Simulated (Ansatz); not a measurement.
**TiO (triplet): from Hartree-Fock to the top rungs, def2-TZVPP**

One table from this session's results is given with a row withheld; the runs are named, their logs left out.

Program: Ansatz 0.2.0, Gaussian basis. Level of theory: def2-TZVPP, core rule «outside noble gas», up to 10 orbitals frozen. These are calculated values, not measurements.

Plan: UHF; ROHF; CCSD(T) on UHF.

### The system

The geometry is a PBE0/def2-TZVP stationary point (not a proven minimum) of the parent state, kept for this charge and spin.

2 atoms, charge 0, spin multiplicity 3.

Atoms are counted from 1 here; the program's logs count them from 0.

Bond lengths: Ti1–O2 1.899 Å.

Coordinates:

| atom | x (Å) | y (Å) | z (Å) |
| --- | --- | --- | --- |
| Ti1 | 0.0000 | 0.0000 | 0.0000 |
| O2 | 0.0000 | 0.0000 | 1.8994 |

The first run:

Contents of in.yaml:

```yaml
crystal:
  periodic: [false, false, false]
  atoms:
    - {symbol: Ti, position_ang: [0.000000, 0.000000, 0.000000]}
    - {symbol: O, position_ang: [0.000000, 0.000000, 1.899400]}
basis:
  gaussian: {orbitals: def2-TZVPP}
magnetization: {spin_polarized: true, initial_magnetization: 2}
hamiltonian: {xc: hf}
output: {orbitals: {seedname: orbitals}}
```

The run is started by

```sh
$ ansatz run in.yaml --threads 1 --pin off --events-out ev --progress --plain --max-ram 3968MiB --backend cpu
```

Among the steps run: UHF; ROHF; CCSD(T) on UHF.

One table of the session follows, with a row left open; its other results are not shown here.

```
  method  from UCCSD(T) (kcal/mol)
    ROHF                   +237.81
    UMP2                    +50.49
   UCCSD                         ?
UCCSD(T)                         0
```

Q: Estimate the row for UCCSD from the others.

The run gave: from UCCSD(T) (kcal/mol): +15.54. In the column «from UCCSD(T) (kcal/mol)» it lies between UCCSD(T) (0) and UMP2 (+50.49).

Left out of the table: UHF (another determinant or state than the rows shown).

The program flags UCCSD(T) as in doubt (see the logs), so the zero of the table is itself unsure.

To keep in mind: The determinant is far from a pure spin state, so its energy mixes those of several spin states (harmless only where they are near-degenerate, as at dissociation). The program flags UCCSD(T) as in doubt, so the zero of the table is itself unsure. Warnings: spin contamination; coupled cluster took another determinant than the lowest.
